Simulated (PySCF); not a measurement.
# C6H11NO: the cost of one run

Programs: PySCF 2.14.0, with routines of our own; each step states its level. All values are computed. Atoms count from 0.

### Step 1. The system as given

19 atoms, charge 0, multiplicity 1; geometry from: GFN2-xTB.

### Step 2. Optimising the geometry at PBE0-D3(BJ)/def2-SVP

Job settings and geometry (Å):

```
{"job": {"xc": "PBE0", "basis": "def2-SVP", "d3": "d3bj", "grid": 1, "kind": "geom"}, "charge": 0, "multiplicity": 1}
C     -2.409028    -0.157209    -0.349947
N     -1.107001    -0.779371    -0.232160
C     -0.201895    -0.105577     0.696614
C      0.054139     1.318246     0.281994
C      1.157176     1.665990    -0.369808
O      2.136057     0.830337    -0.781660
C      1.837981    -0.545861    -0.633028
C      1.143475    -0.838734     0.692418
H     -2.289605     0.819569    -0.817004
H     -2.920898    -0.022373     0.615838
H     -3.033070    -0.774903    -0.993247
H     -1.219921    -1.744867     0.066245
H     -0.617680    -0.098432     1.724741
H     -0.660928     2.071897     0.564313
H      1.389091     2.690068    -0.626633
H      1.175639    -0.859625    -1.450338
H      2.794714    -1.066822    -0.713688
H      1.759303    -0.478498     1.518272
H      1.002645    -1.914585     0.799616
```

Command:

```console
$ OMP_NUM_THREADS=1 python excited_run.py task.json out
```

The driver reads the jobs from task.json and runs them one after another.

Q: Estimate the wall time and peak memory of this first job on 1 thread of Arm Neoverse N1, shared host.

About 82 s, with a peak of 0.71 GiB.
